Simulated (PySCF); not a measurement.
# C6H6ClFO: the cost of one run

Computed with PySCF 2.14.0 and routines of our own; the level stands in each step. Atoms count from 0.

### Step 1. The starting structure

15 atoms, charge 0, multiplicity 1; geometry from: GFN2-xTB.

### Step 2. Magnetic properties: GIAO CAM-B3LYP/pcSseg-1

What the job is given:

```
{"job": {"kind": "mag", "xc": "CAM-B3LYP", "basis": "pcSseg-1", "isotopologues": 0}, "charge": 0, "multiplicity": 1}
C      2.453984    -1.434961    -0.153461
C      1.698486    -0.502975    -0.202216
C      0.763004     0.557167    -0.200954
C      0.995600     1.655097    -0.925206
Cl    -0.076532     2.988524    -1.012179
C     -0.482067     0.344544     0.618657
F     -0.154282    -0.193254     1.853921
C     -1.444579    -0.634566    -0.071695
O     -2.671719    -0.721386     0.593954
H      3.129359    -2.237116    -0.123968
H      1.889835     1.766235    -1.518512
H     -0.986962     1.294912     0.826358
H     -1.661299    -0.276138    -1.079955
H     -0.950607    -1.614974    -0.135104
H     -2.506637    -0.983117     1.508446
```

With the program's defaults for keys left out, this is: GIAO CAM-B3LYP/pcSseg-1 magnetisability, rotational g tensor and spin-rotation constants, non-relativistic, gas phase.

On the command line:

```
$ OMP_NUM_THREADS=1 python excited_run.py task.json out
```

One launch serves the whole session: the jobs run in the order shown.

**Question.** How long does this first job take on 1 thread of Intel Xeon 6975P-C, shared host, and how much memory does it need?

About 43 s, with a peak of 1.1 GiB.
